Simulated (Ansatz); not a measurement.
**C₃H₁₂ClGeN₃: small, medium and large basis sets**

How large a basis does C₃H₁₂ClGeN₃ need? Two functionals are run in growing sets.

Method: one geometry, several basis sets; program: Ansatz 0.2.0, Gaussian basis.

The runs, in order: PBE0-D4/def2-SVP; ωB97M-V/def2-SVP; PBE0-D4/def2-QZVPP; ωB97M-V/def2-QZVPP; the functionals' def2-TZVPP values are taken from earlier runs.

## (1) The relaxed structure

The geometry comes from an earlier relaxation with PBE0-D4 in a triple-zeta def2 set; it is a stationary point, not always the lowest conformer.

SMILES `C[NH][Ge]([Cl])([NH]C)[NH]C`, 20 atoms, charge 0, spin multiplicity 1.

Atoms are counted from 1 here; the program's logs count them from 0.

Bond lengths: C1–N2 1.448 Å, C1–H9 1.092 Å, C1–H10 1.098 Å, C1–H11 1.094 Å, N2–Ge3 1.810 Å, N2–H12 1.009 Å, Ge3–Cl4 2.170 Å, Ge3–N5 1.814 Å, Ge3–N7 1.816 Å, N5–C6 1.447 Å, N5–H13 1.008 Å, C6–H14 1.093 Å, C6–H15 1.098 Å, C6–H16 1.094 Å, N7–C8 1.453 Å, N7–H17 1.010 Å, C8–H18 1.091 Å, C8–H19 1.097 Å and more. Angles: N2–C1–H9 109.3°, N2–C1–H10 114.1°, N2–C1–H11 110.2°, H9–C1–H10 107.6°, H9–C1–H11 107.1°, H10–C1–H11 108.3°, C1–N2–Ge3 121.7°, C1–N2–H12 114.0°, Ge3–N2–H12 113.5°, N2–Ge3–Cl4 106.7°, N2–Ge3–N5 115.8°, N2–Ge3–N7 105.0°, Cl4–Ge3–N5 102.8°, Cl4–Ge3–N7 114.0°, N5–Ge3–N7 112.7°, Ge3–N5–C6 121.6°, Ge3–N5–H13 115.6°, C6–N5–H13 114.7° and more.

## (2) PBE0-D4 in def2-SVP

in.yaml reads:

```yaml
crystal:
  periodic: [false, false, false]
  atoms:
    - {symbol: C, position_ang: [2.402755, 1.122691, 0.287597]}
    - {symbol: N, position_ang: [1.483175, 0.117258, -0.203748]}
    - {symbol: Ge, position_ang: [-0.128657, -0.158896, 0.571413]}
    - {symbol: Cl, position_ang: [0.252937, -0.628534, 2.655652]}
    - {symbol: N, position_ang: [-1.212853, 1.291591, 0.679230]}
    - {symbol: C, position_ang: [-1.781414, 1.903520, -0.502100]}
    - {symbol: N, position_ang: [-0.873223, -1.522974, -0.367346]}
    - {symbol: C, position_ang: [-0.210399, -2.812974, -0.456641]}
    - {symbol: H, position_ang: [2.447298, 1.070588, 1.377450]}
    - {symbol: H, position_ang: [2.129909, 2.150517, 0.015940]}
    - {symbol: H, position_ang: [3.411836, 0.926126, -0.085256]}
    - {symbol: H, position_ang: [1.465335, 0.034543, -1.209046]}
    - {symbol: H, position_ang: [-1.794175, 1.341017, 1.500712]}
    - {symbol: H, position_ang: [-1.043190, 1.897805, -1.308524]}
    - {symbol: H, position_ang: [-2.682905, 1.404969, -0.882635]}
    - {symbol: H, position_ang: [-2.030709, 2.951086, -0.308144]}
    - {symbol: H, position_ang: [-1.867604, -1.609907, -0.214221]}
    - {symbol: H, position_ang: [0.858954, -2.660502, -0.612757]}
    - {symbol: H, position_ang: [-0.327487, -3.431736, 0.441715]}
    - {symbol: H, position_ang: [-0.591185, -3.376987, -1.313190]}
basis:
  gaussian: {orbitals: def2-SVP}
hamiltonian: {xc: pbe0, dispersion: d4}
output: {orbitals: {seedname: orbitals}}
```

On the command line:

```console
ansatz run in.yaml --threads 4 --pin off --events-out ev --progress --plain --max-ram 46080MiB --backend cpu
```

After this run come: ωB97M-V in def2-SVP; PBE0-D4 in def2-QZVPP; ωB97M-V in def2-QZVPP.

Before running them: what should the planned runs give, taken together? Wanted: PBE0-D4: double and triple zeta above quadruple; ωB97M-V: double and triple zeta above quadruple.

The runs gave:

| quantity | value |
| --- | --- |
| PBE0-D4: double and triple zeta above quadruple | 22.35, 2.06 eV |
| ωB97M-V: double and triple zeta above quadruple | 22.61, 1.99 eV |

PBE0-D4 gains 20.30 eV from double to triple zeta, then 2.06 eV more. These are total energies; as a rule much of such shifts cancels in differences, which this series doesn't test. The LUMO of ωB97M-V is positive and keeps falling with the basis (2.82 to 1.35 eV): an unbound level that the basis holds in place.
